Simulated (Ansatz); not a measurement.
# C2H6BFO2: one species, many methods

The task here is to estimate one member of a computed series from the others.

Method: functionals in def2-TZVPP, the program's frozen cores in correlated methods; program: Ansatz 0.2.0, Gaussian basis.

The runs, in order: LDA (SPW92), PBE-D4, revPBE-D4, BLYP-D4, r2SCAN-D4, B97M-V, PBE0-D4, B3LYP-D4, r2SCANh-D4, r2SCAN0-D4, HSE06-D4, BHLYP-D4, CAM-B3LYP-D4, LC-ωPBE, ωB97X-V, ωB97M-V, B2PLYP, PBE-QIDH; CCSD(T)/def2-SVP; CCSD(T)/def2-TZVPP; MP2/def2-QZVPP; extrapolation to the limit; RPA on PBE.

### The relaxed structure

All runs share one geometry, relaxed beforehand with PBE0-D4 in a triple-zeta def2 set.

SMILES `COB(F)OC`, 12 atoms, charge 0, spin multiplicity 1.

Atoms are counted from 1 here; the program's logs count them from 0.

Bond lengths: C1–O2 1.414 Å, C1–H7 1.093 Å, C1–H8 1.093 Å, C1–H9 1.090 Å, O2–B3 1.349 Å, B3–F4 1.335 Å, B3–O5 1.353 Å, O5–C6 1.414 Å, C6–H10 1.092 Å, C6–H11 1.091 Å, C6–H12 1.092 Å. Angles: O2–C1–H7 111.2°, O2–C1–H8 111.2°, O2–C1–H9 107.4°, H7–C1–H8 108.5°, H7–C1–H9 109.2°, H8–C1–H9 109.2°, C1–O2–B3 120.4°, O2–B3–F4 117.2°, O2–B3–O5 121.5°, F4–B3–O5 121.3°, B3–O5–C6 122.6°, O5–C6–H10 108.9°, O5–C6–H11 111.8°, O5–C6–H12 108.9°, H10–C6–H11 109.2°, H10–C6–H12 108.8°, H11–C6–H12 109.2°.

The first run:

Contents of in.yaml:

```yaml
crystal:
  periodic: [false, false, false]
  atoms:
    - {symbol: C, position_ang: [-0.600294, -2.066501, -0.021872]}
    - {symbol: O, position_ang: [-1.308876, -0.927787, 0.425017]}
    - {symbol: B, position_ang: [-0.746167, 0.296317, 0.355446]}
    - {symbol: F, position_ang: [-1.470913, 1.328217, 0.795078]}
    - {symbol: O, position_ang: [0.501308, 0.473145, -0.138912]}
    - {symbol: C, position_ang: [1.113485, 1.744826, -0.222123]}
    - {symbol: H, position_ang: [-0.345696, -1.982613, -1.081440]}
    - {symbol: H, position_ang: [0.322231, -2.205716, 0.547380]}
    - {symbol: H, position_ang: [-1.246606, -2.931461, 0.124744]}
    - {symbol: H, position_ang: [1.366858, 1.947086, -1.264617]}
    - {symbol: H, position_ang: [0.458767, 2.535539, 0.148584]}
    - {symbol: H, position_ang: [2.032804, 1.733847, 0.366714]}
basis:
  gaussian: {orbitals: def2-TZVPP}
hamiltonian: {xc: lda}
output: {orbitals: {seedname: orbitals}}
```

Among the steps run: LDA; PBE-D4 (GGA); revPBE-D4 (GGA); BLYP-D4 (GGA); r2SCAN-D4 (meta-GGA); B97M-V (meta-GGA); PBE0-D4 (hybrid); B3LYP-D4 (hybrid); r2SCANh-D4 (hybrid); r2SCAN0-D4 (hybrid); HSE06-D4 (hybrid); BHLYP-D4 (hybrid); CAM-B3LYP-D4 (range-separated); LC-ωPBE-D4 (range-separated; the results give it without D4); ωB97X-V (range-separated); ωB97M-V (range-separated); B2PLYP (double hybrid); PBE-QIDH (double hybrid).

One table of the session follows, with a row left open; its other results are not shown here.

It belongs to the step «Orbital energies across the functionals». 

```
  functional  HOMO (eV)  LUMO (eV)  gap (eV)
 LDA (SPW92)      -7.06      -0.06      7.01
      PBE-D4      -6.91       0.12      7.03
   revPBE-D4      -6.85       0.20      7.05
     BLYP-D4      -6.82       0.11      6.93
   r2SCAN-D4      -7.25       0.79      8.03
      B97M-V      -7.37       0.31      7.68
     PBE0-D4      -8.50       0.92      9.42
    B3LYP-D4          ?          ?         ?
  r2SCANh-D4      -7.84       1.02      8.87
  r2SCAN0-D4      -8.74       1.36     10.10
    HSE06-D4      -8.09       0.56      8.65
    BHLYP-D4     -10.04       1.47     11.51
CAM-B3LYP-D4      -9.96       1.62     11.58
     LC-ωPBE     -11.31       2.92     14.23
     ωB97X-V     -10.97       2.70     13.67
     ωB97M-V     -10.89       2.19     13.09
```

Q: Estimate the row for B3LYP-D4 from the others.

Worked estimate for «HOMO (eV)». Against the share of exact exchange, BLYP-D4 (0, -6.82), BHLYP-D4 (0.5, -10.04) give a slope of -6.44 per unit share; at 0.2 the line stands at -8.11.

The run gave: HOMO (eV): -8.25; LUMO (eV): 0.58; gap (eV): 8.83. In «HOMO (eV)» the line misses by +0.14.
